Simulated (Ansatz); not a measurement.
# C₃H₅FSi: how energies converge with the basis set

How large a basis does C₃H₅FSi need? Two functionals are run in growing sets.

Computed with Ansatz 0.2.0, Gaussian basis. Level: one geometry, several basis sets.

Levels to be run: PBE0-D4/def2-SVP; ωB97M-V/def2-SVP; PBE0-D4/def2-QZVPP; ωB97M-V/def2-QZVPP; the functionals' def2-TZVPP values are taken from earlier runs.

### 1 The geometry

All runs share one geometry, relaxed beforehand with PBE0-D4 in a triple-zeta def2 set.

10 atoms, charge 0, spin multiplicity 1.

Atoms are counted from 1 here; the program's logs count them from 0.

Bond lengths: C1–C2 1.478 Å, C1–H6 1.093 Å, C1–H7 1.093 Å, C1–H8 1.093 Å, C2–C3 1.350 Å, C2–Si4 1.788 Å, C3–Si4 1.775 Å, C3–H9 1.085 Å, Si4–F5 1.598 Å, Si4–H10 1.474 Å. Angles: C2–C1–H6 110.1°, C2–C1–H7 112.0°, C2–C1–H8 110.5°, H6–C1–H7 108.7°, H6–C1–H8 106.6°, H7–C1–H8 108.9°, C1–C2–C3 135.9°, C1–C2–Si4 156.9°, C3–C2–Si4 67.2°, C2–C3–Si4 68.3°, C2–C3–H9 133.3°, Si4–C3–H9 158.4°, C2–Si4–C3 44.5°, C2–Si4–F5 122.5°, C2–Si4–H10 126.1°, C3–Si4–F5 122.5°, C3–Si4–H10 125.8°, F5–Si4–H10 105.1°.

### 2 PBE0-D4 in def2-SVP

in.yaml reads:

```yaml
crystal:
  periodic: [false, false, false]
  atoms:
    - {symbol: C, position_ang: [-0.973929, -0.517873, 1.137644]}
    - {symbol: C, position_ang: [-0.027104, -0.086829, 0.087488]}
    - {symbol: C, position_ang: [0.747035, -0.702517, -0.830598]}
    - {symbol: Si, position_ang: [0.880148, 1.064573, -0.936983]}
    - {symbol: F, position_ang: [0.183740, 1.910170, -2.100459]}
    - {symbol: H, position_ang: [-1.970869, -0.119392, 0.931074]}
    - {symbol: H, position_ang: [-1.040258, -1.606735, 1.208023]}
    - {symbol: H, position_ang: [-0.674143, -0.118317, 2.110028]}
    - {symbol: H, position_ang: [0.916081, -1.743735, -1.084599]}
    - {symbol: H, position_ang: [2.042499, 1.869457, -0.518719]}
basis:
  gaussian: {orbitals: def2-SVP}
hamiltonian: {xc: pbe0, dispersion: d4}
output: {orbitals: {seedname: orbitals}}
```

Further steps of the session: ωB97M-V in def2-SVP; PBE0-D4 in def2-QZVPP; ωB97M-V in def2-QZVPP.

Before running them: what should the planned runs give, taken together? Wanted: PBE0-D4: double and triple zeta above quadruple; ωB97M-V: double and triple zeta above quadruple.

**Answer**, as computed:

| quantity | value |
| --- | --- |
| PBE0-D4: double and triple zeta above quadruple | 10.44, 0.60 eV |
| ωB97M-V: double and triple zeta above quadruple | 10.63, 0.56 eV |

For PBE0-D4 the step from double to triple zeta gains 9.84 eV and the next only 0.60 eV. Total energies overstate the basis error of differences, where much of it tends to cancel. The LUMO of ωB97M-V is positive and keeps falling with the basis (2.29 to 1.63 eV): an unbound level that the basis holds in place.
